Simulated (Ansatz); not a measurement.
# C4H9BOSi: the cost of one run

Method: RKS PBE-D4/STO-3G, in Ansatz 0.2.0.

## Step 1: The system as given

Bond lengths (14 of 16 bonds, heavy atoms first): B1–C2 1.563 Å, C2–C3 1.429 Å, C3–C4 1.591 Å, C2–C5 1.393 Å, C3–C5 1.367 Å, C5–O6 1.408 Å, O6–Si7 1.701 Å, B1–H8 1.189 Å, B1–H9 1.100 Å, C4–H10 1.081 Å, C4–H11 1.081 Å, C4–H12 1.098 Å, C5–H13 1.121 Å, Si7–H14 1.498 Å. Angles (14 of 28 angles, heavy atoms first): B1–C2–C3 148.9°, B1–C2–C5 153.1°, C3–C2–C5 57.9°, C2–C3–C4 150.7°, C2–C3–C5 59.7°, C4–C3–C5 149.5°, C2–C5–C3 62.3°, C2–C5–O6 115.5°, C3–C5–O6 111.6°, C5–O6–Si7 107.4°, C2–B1–H8 115.2°, C2–B1–H9 122.7°, C3–C4–H10 106.5°, C3–C4–H11 103.8°.

As a file:

```xyz
16

B    -0.9171   -2.2764   -0.1899
C    -0.0838   -0.9734    0.0351
C     1.1717   -0.2950   -0.0420
C     2.7270   -0.2884   -0.3756
C     0.0698    0.3477    0.4507
O    -0.4040    1.3253   -0.4457
Si   -1.9302    1.8286    0.1122
H    -2.0754   -2.1873    0.0652
H    -0.4844   -3.1926   -0.6180
H     3.0953    0.6912   -0.1054
H     2.7645   -0.5013   -1.4348
H     3.1890   -1.0798    0.2290
H     0.0817    0.6139    1.5395
H    -2.8887    0.6827    0.2220
H    -2.5151    2.7803   -0.8427
H    -1.8232    2.5018    1.4447
```

## Step 2: Relaxing end A

Contents of input.yaml:

```yaml
crystal:
  periodic: [false, false, false]
  atoms:
    - { symbol: B, position_ang: [-0.9171, -2.2764, -0.1899] }
    - { symbol: C, position_ang: [-0.0838, -0.9734, 0.0351] }
    - { symbol: C, position_ang: [1.1717, -0.295, -0.042] }
    - { symbol: C, position_ang: [2.727, -0.2884, -0.3756] }
    - { symbol: C, position_ang: [0.0698, 0.3477, 0.4507] }
    - { symbol: O, position_ang: [-0.404, 1.3253, -0.4457] }
    - { symbol: Si, position_ang: [-1.9302, 1.8286, 0.1122] }
    - { symbol: H, position_ang: [-2.0754, -2.1873, 0.0652] }
    - { symbol: H, position_ang: [-0.4844, -3.1926, -0.618] }
    - { symbol: H, position_ang: [3.0953, 0.6912, -0.1054] }
    - { symbol: H, position_ang: [2.7645, -0.5013, -1.4348] }
    - { symbol: H, position_ang: [3.189, -1.0798, 0.229] }
    - { symbol: H, position_ang: [0.0817, 0.6139, 1.5395] }
    - { symbol: H, position_ang: [-2.8887, 0.6827, 0.222] }
    - { symbol: H, position_ang: [-2.5151, 2.7803, -0.8427] }
    - { symbol: H, position_ang: [-1.8232, 2.5018, 1.4447] }
basis:
  gaussian: { orbitals: STO-3G }
hamiltonian:
  xc: pbe
  dispersion: d4
relax:
  f_tol: 0.015
  max_steps: 40
```

Command:

```bash
$ ansatz run input.yaml --threads 1 --pin off --max-ram 2048MiB --backend cpu --events-out ev --progress --plain --runs-dir out
```

Q: Estimate wall time and peak memory on 1 thread of an x86-64 CPU, shared host.

About 84 s, with a peak of 0.18 GiB.
